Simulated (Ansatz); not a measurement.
# YNb6Sn6: a short molecular-dynamics run, part 2 of 2

Aim: set YNb6Sn6 (a randomly packed cell, 13 atoms, not relaxed) in motion for 60 steps of 1 fs under a Langevin thermostat at 1200 K, and see how temperature, energy and positions respond.

Ansatz 0.2.0; DFT PBE, plane waves, PAW, scalar-relativistic, no spin polarisation. The steps go on from the part before.

## (4) The trajectory

One step in 5; energies are changes from step 0; msd is the mean square displacement from the start, the centre of mass held:

| time (fs) | T (K) | potential energy change (meV/atom) | msd Y (Å²) | msd Nb (Å²) | msd Sn (Å²) |
| --- | --- | --- | --- | --- | --- |
| 0.0 | 1108 | 0.0 | 0.000 | 0.000 | 0.000 |
| 5.0 | 1180 | -1.9 | 0.001 | 0.001 | 0.000 |
| 10.0 | 1119 | -14.6 | 0.004 | 0.003 | 0.002 |
| 15.0 | 1455 | -34.6 | 0.009 | 0.008 | 0.004 |
| 20.0 | 1694 | -65.5 | 0.016 | 0.014 | 0.007 |
| 25.0 | 2024 | -101.4 | 0.024 | 0.022 | 0.013 |
| 30.0 | 2431 | -142.7 | 0.036 | 0.033 | 0.021 |
| 35.0 | 2540 | -182.7 | 0.052 | 0.047 | 0.031 |
| 40.0 | 2770 | -223.2 | 0.074 | 0.065 | 0.041 |
| 45.0 | 2983 | -258.4 | 0.101 | 0.087 | 0.053 |
| 50.0 | 3345 | -288.7 | 0.128 | 0.114 | 0.068 |
| 55.0 | 3398 | -310.5 | 0.156 | 0.145 | 0.085 |
| 60.0 | 3087 | -322.2 | 0.188 | 0.179 | 0.105 |

time (fs), T (K) and a bar:
```
      0.0       1108 
      3.0       1113 
      5.0       1180 #
      8.0       1109 
     10.0       1119 
     13.0       1307 ###
     16.0       1464 #####
     18.0       1591 ######
     21.0       1695 ########
     23.0       1841 ##########
     26.0       2080 #############
     29.0       2355 ################
     31.0       2497 ##################
     34.0       2531 ###################
     37.0       2582 ###################
     39.0       2714 #####################
     42.0       2828 #######################
     44.0       2788 ######################
     47.0       3110 ##########################
     50.0       3345 #############################
     52.0       3369 ##############################
     55.0       3398 ##############################
     57.0       3320 #############################
     60.0       3087 ##########################
```

Pair distribution over the second half of the run:

| r (Å) | g Nb–Nb | g Nb–Sn | g Sn–Sn |
| --- | --- | --- | --- |
| 0.68 | 0.00 | 0.00 | 0.00 |
| 0.84 | 0.00 | 0.00 | 0.00 |
| 1.00 | 0.00 | 0.00 | 0.00 |
| 1.16 | 0.00 | 0.00 | 0.00 |
| 1.32 | 0.00 | 0.00 | 0.00 |
| 1.48 | 0.00 | 0.00 | 0.00 |
| 1.64 | 0.00 | 0.00 | 0.00 |
| 1.80 | 0.00 | 0.00 | 0.00 |
| 1.96 | 0.00 | 0.00 | 0.00 |
| 2.12 | 0.00 | 0.00 | 0.00 |
| 2.28 | 0.00 | 0.00 | 0.00 |
| 2.44 | 0.30 | 0.00 | 0.00 |
| 2.60 | 1.03 | 1.55 | 0.63 |
| 2.76 | 1.59 | 2.99 | 0.80 |
| 2.92 | 3.55 | 3.81 | 2.50 |

## (5) Frames from the trajectory

Positions (Å) and forces (eV/Å):

```xyz
13
Lattice="6.168 -0.966 -0.903 0.302 6.644 -0.298 0.345 1.232 6.925" Properties=species:S:1:pos:R:3:forces:R:3 pbc="T T T" time_fs=8.0 T=1109 dE=-0.1095
Y     3.953    2.434    0.718    0.683   -1.535    1.304
Nb    4.398    0.329    3.663   -1.078   -1.296    0.081
Nb    5.541    4.557    2.021    0.520    1.313    1.397
Nb    1.442    0.514    3.734   -0.269   -0.079    0.926
Nb    5.219    0.057   -0.744   -0.681   -0.858   -0.951
Nb    2.190    4.270    2.992    1.182    0.992   -0.178
Nb    2.151    2.088    6.106    0.524   -1.557   -1.764
Sn    1.939    4.835    5.744    3.171    0.074   -1.835
Sn    6.159    2.432    3.690   -0.938   -2.670   -2.119
Sn    5.467    4.670    5.098   -3.186    1.133   -1.285
Sn    0.916    5.465    0.597   -1.063    2.008    2.619
Sn    3.482    5.305    0.332    1.897    2.045    0.659
Sn    1.095    2.176    1.498   -0.761    0.430    1.145
13
Lattice="6.168 -0.966 -0.903 0.302 6.644 -0.298 0.345 1.232 6.925" Properties=species:S:1:pos:R:3:forces:R:3 pbc="T T T" time_fs=15.0 T=1455 dE=-0.4496
Y     3.993    2.441    0.738    0.577   -1.686    1.297
Nb    4.395    0.349    3.657   -1.346   -1.642    0.129
Nb    5.479    4.566    2.040    0.697    1.403    1.518
Nb    1.399    0.515    3.758   -0.240   -0.003    0.862
Nb    5.259    0.055   -0.750   -0.860   -0.980   -0.973
Nb    2.210    4.282    2.971    1.190    0.865   -0.001
Nb    2.182    2.109    6.101    0.384   -1.872   -1.785
Sn    1.956    4.828    5.738    2.608    0.352   -1.867
Sn    6.147    2.410    3.655   -0.458   -2.158   -1.910
Sn    5.446    4.666    5.100   -2.654    1.078   -1.284
Sn    0.931    5.464    0.641   -1.442    1.814    2.228
Sn    3.480    5.302    0.340    1.982    2.272    0.299
Sn    1.103    2.175    1.479   -0.438    0.557    1.488
13
Lattice="6.168 -0.966 -0.903 0.302 6.644 -0.298 0.345 1.232 6.925" Properties=species:S:1:pos:R:3:forces:R:3 pbc="T T T" time_fs=22.0 T=1823 dE=-1.0277
Y     4.034    2.435    0.757    0.433   -1.687    1.268
Nb    4.382    0.363    3.652   -1.633   -1.960    0.191
Nb    5.423    4.583    2.057    0.817    1.352    1.717
Nb    1.343    0.507    3.789   -0.170    0.089    0.759
Nb    5.300    0.048   -0.758   -1.015   -1.057   -1.061
Nb    2.246    4.303    2.950    1.137    0.639    0.177
Nb    2.212    2.115    6.089    0.203   -1.972   -1.769
Sn    1.986    4.828    5.724    1.895    0.582   -1.766
Sn    6.129    2.381    3.614    0.124   -1.469   -1.656
Sn    5.411    4.671    5.099   -1.994    0.916   -1.294
Sn    0.938    5.469    0.698   -1.503    1.487    1.666
Sn    3.490    5.313    0.341    1.736    2.342   -0.009
Sn    1.103    2.176    1.462   -0.030    0.738    1.776
13
Lattice="6.168 -0.966 -0.903 0.302 6.644 -0.298 0.345 1.232 6.925" Properties=species:S:1:pos:R:3:forces:R:3 pbc="T T T" time_fs=30.0 T=2431 dE=-1.8551
Y     4.072    2.412    0.799    0.233   -1.492    1.002
Nb    4.359    0.379    3.639   -1.954   -2.267    0.322
Nb    5.371    4.608    2.089    0.816    1.234    1.831
Nb    1.284    0.499    3.847   -0.066    0.213    0.660
Nb    5.337    0.023   -0.763   -1.002   -0.969   -1.265
Nb    2.299    4.323    2.919    1.115    0.396    0.498
Nb    2.243    2.112    6.064   -0.025   -1.857   -1.581
Sn    2.035    4.841    5.698    1.113    0.655   -1.562
Sn    6.106    2.347    3.558    0.770   -0.692   -1.181
Sn    5.367    4.686    5.098   -1.306    0.653   -1.222
Sn    0.938    5.477    0.775   -1.271    1.169    0.975
Sn    3.514    5.340    0.337    1.228    2.219   -0.183
Sn    1.089    2.190    1.461    0.349    0.739    1.706
13
Lattice="6.168 -0.966 -0.903 0.302 6.644 -0.298 0.345 1.232 6.925" Properties=species:S:1:pos:R:3:forces:R:3 pbc="T T T" time_fs=38.0 T=2649 dE=-2.7002
Y     4.115    2.377    0.846   -0.019   -1.168    0.628
Nb    4.316    0.385    3.620   -1.982   -2.257    0.513
Nb    5.322    4.652    2.131    0.802    1.000    1.708
Nb    1.238    0.495    3.923    0.004    0.319    0.567
Nb    5.365   -0.013   -0.779   -0.815   -0.736   -1.383
Nb    2.359    4.351    2.876    1.108    0.125    1.002
Nb    2.260    2.092    6.017   -0.181   -1.542   -1.269
Sn    2.080    4.855    5.674    0.610    0.570   -1.392
Sn    6.097    2.319    3.500    1.024   -0.221   -0.730
Sn    5.334    4.698    5.103   -0.854    0.446   -1.112
Sn    0.936    5.494    0.845   -1.139    1.043    0.490
Sn    3.529    5.388    0.344    0.897    1.970   -0.313
Sn    1.075    2.226    1.468    0.543    0.451    1.291
13
Lattice="6.168 -0.966 -0.903 0.302 6.644 -0.298 0.345 1.232 6.925" Properties=species:S:1:pos:R:3:forces:R:3 pbc="T T T" time_fs=45.0 T=2983 dE=-3.3588
Y     4.159    2.336    0.877   -0.204   -0.821    0.366
Nb    4.270    0.374    3.596   -1.893   -1.985    0.726
Nb    5.276    4.707    2.171    0.942    0.504    1.497
Nb    1.199    0.502    3.988    0.011    0.279    0.507
Nb    5.383   -0.055   -0.803   -0.602   -0.368   -1.379
Nb    2.408    4.378    2.837    1.012   -0.143    1.427
Nb    2.271    2.055    5.965   -0.261   -1.069   -0.962
Sn    2.112    4.865    5.655    0.357    0.420   -1.247
Sn    6.088    2.294    3.465    1.054    0.114   -0.449
Sn    5.304    4.696    5.104   -0.591    0.326   -0.944
Sn    0.916    5.517    0.905   -0.780    0.910    0.161
Sn    3.546    5.438    0.356    0.360    1.735   -0.477
Sn    1.070    2.258    1.477    0.595    0.097    0.775
13
Lattice="6.168 -0.966 -0.903 0.302 6.644 -0.298 0.345 1.232 6.925" Properties=species:S:1:pos:R:3:forces:R:3 pbc="T T T" time_fs=52.0 T=3369 dE=-3.8787
Y     4.191    2.288    0.894   -0.351   -0.424    0.152
Nb    4.220    0.355    3.573   -1.802   -1.446    0.990
Nb    5.237    4.761    2.221    1.131   -0.132    1.061
Nb    1.167    0.511    4.058   -0.044    0.148    0.363
Nb    5.395   -0.108   -0.850   -0.414    0.096   -1.315
Nb    2.453    4.421    2.816    0.804   -0.457    1.625
Nb    2.283    2.005    5.908   -0.261   -0.477   -0.650
Sn    2.137    4.877    5.632    0.203    0.233   -0.958
Sn    6.078    2.273    3.431    1.011    0.363   -0.175
Sn    5.271    4.696    5.105   -0.341    0.223   -0.690
Sn    0.892    5.553    0.967   -0.379    0.697   -0.061
Sn    3.564    5.497    0.375   -0.097    1.463   -0.616
Sn    1.075    2.292    1.488    0.539   -0.286    0.274
13
Lattice="6.168 -0.966 -0.903 0.302 6.644 -0.298 0.345 1.232 6.925" Properties=species:S:1:pos:R:3:forces:R:3 pbc="T T T" time_fs=60.0 T=3087 dE=-4.1882
Y     4.220    2.221    0.903   -0.552   -0.001   -0.090
Nb    4.151    0.319    3.562   -1.585   -0.387    1.285
Nb    5.204    4.821    2.281    1.464   -0.971    0.491
Nb    1.154    0.513    4.128   -0.157   -0.062    0.058
Nb    5.416   -0.159   -0.911   -0.385    0.378   -1.205
Nb    2.514    4.472    2.813    0.351   -0.830    1.623
Nb    2.297    1.947    5.842   -0.155    0.140   -0.257
Sn    2.157    4.901    5.601    0.078    0.004   -0.460
Sn    6.071    2.251    3.383    0.823    0.507    0.108
Sn    5.227    4.695    5.103   -0.041    0.094   -0.246
Sn    0.869    5.588    1.036   -0.008    0.441   -0.228
Sn    3.591    5.569    0.407   -0.466    1.208   -0.926
Sn    1.076    2.324    1.504    0.633   -0.521   -0.153
```

## (6) What came out

What follows sums up all 2 parts.

```
                             quantity                             value
                               length                  60 steps of 1 fs
     temperature, first and last step                   1108 and 3087 K
             temperature, second half  mean 2960 K, from 2431 to 3422 K
        potential energy, second half      -249 meV/atom from the start
mean square displacement, second half    Y 0.104, Nb 0.094, Sn 0.057 Å²
```

What this shows: Against a set 1200 K the second half averages 2960 K, going from 2431 to 3087 K over that half; the potential energy of that half lies 249 meV/atom under the start, so the atoms have moved to lower-lying arrangements, and the energy set free heats the cell. Over the second half Y atoms stand 0.3 Å (root mean square) from where they began, and the farthest move is 0.5 Å. Settings off the usual here: basis.ecutrho_ratio. Averages from a run of 60 fs with 13 atoms are rough. The k-mesh is coarse.
